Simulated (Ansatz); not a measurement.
Born–Oppenheimer molecular dynamics of a periodic cell of 16 atoms, Si (start crystal Si, start structure diamond, volume 1.05 times the crystal's). It starts from a structure without forces on its atoms.

Method: DFT LDA, scalar-relativistic, plane waves, PAW in Ansatz 0.2.0. Settings: accuracy low, cutoff 420 eV, k mesh 2x2x2, fermi-dirac smearing 0.24 eV, no spin polarisation.

```
ensemble        : NVT, Langevin thermostat
time step       : 1.5 fs
steps asked     : 110
set temperature : 2800 K
friction        : 0.02 /fs
seed            : 96057
```

First frame:

```xyz
16
Lattice="0.0000 5.5190 5.5190 5.5190 0.0000 5.5190 5.5190 5.5190 0.0000" Properties=species:S:1:pos:R:3
Si 0.000 0.000 0.000
Si 1.380 1.380 1.380
Si 2.760 2.760 0.000
Si 4.139 4.139 1.380
Si 2.760 0.000 2.760
Si 4.139 1.380 4.139
Si 5.519 2.760 2.760
Si 6.899 4.139 4.139
Si 0.000 2.760 2.760
Si 1.380 4.139 4.139
Si 2.760 5.519 2.760
Si 4.139 6.899 4.139
Si 2.760 2.760 5.519
Si 4.139 4.139 6.899
Si 5.519 5.519 5.519
Si 6.899 6.899 6.899
```

Q: What does the run give?

A: The run went to its last step.

* steps done: 110
* time covered: 165 fs
* mean temperature over the second half: 2700 K
* spread of the potential energy over the second half: 50.6 meV per atom
* mean potential energy of the second half above the start: 503.2 meV per atom

A run of 0.17 ps of so small a system gives no equilibrium averages. Limits of this set-up: coarse k mesh, low accuracy level.

Q: What happens to the structure?

A: Mean squared displacements from the first frame to the last, about the centre of mass: Si 0.89 Å². Another seed would give other details.

Q: How do temperature and energy run in time?

A: 
```
time (fs)  T (K)  potential energy less start (eV)
      0.0   2625                             0.000
      4.5   3046                             0.485
      9.0   2423                             1.567
     13.5   1565                             2.658
     18.0   1657                             3.393
     22.5   1302                             3.989
     27.0   1426                             4.337
     31.5   1786                             4.401
     36.0   2080                             4.442
     40.5   2192                             4.540
     45.0   2228                             4.695
     49.5   2717                             4.711
     54.0   3103                             4.555
     58.5   3222                             4.444
     63.0   2902                             4.680
     67.5   2904                             5.035
     72.0   2774                             5.640
     76.5   2540                             6.213
     81.0   2151                             6.804
     85.5   1991                             7.085
     90.0   2461                             7.149
     94.5   2694                             7.088
     99.0   3030                             7.076
    103.5   2863                             7.196
    108.0   2639                             7.460
    112.5   2341                             7.851
    117.0   2417                             8.222
    121.5   2412                             8.666
    126.0   2691                             9.162
    130.5   2706                             9.360
    135.0   2775                             9.286
    139.5   3014                             8.754
    144.0   3033                             8.198
    148.5   3233                             7.751
    153.0   3720                             7.612
    157.5   2767                             8.042
    162.0   2463                             8.863
```

Run time: 8.3 min on 1 thread of Arm Neoverse V2, on a shared host, peak memory 0.58 GiB.
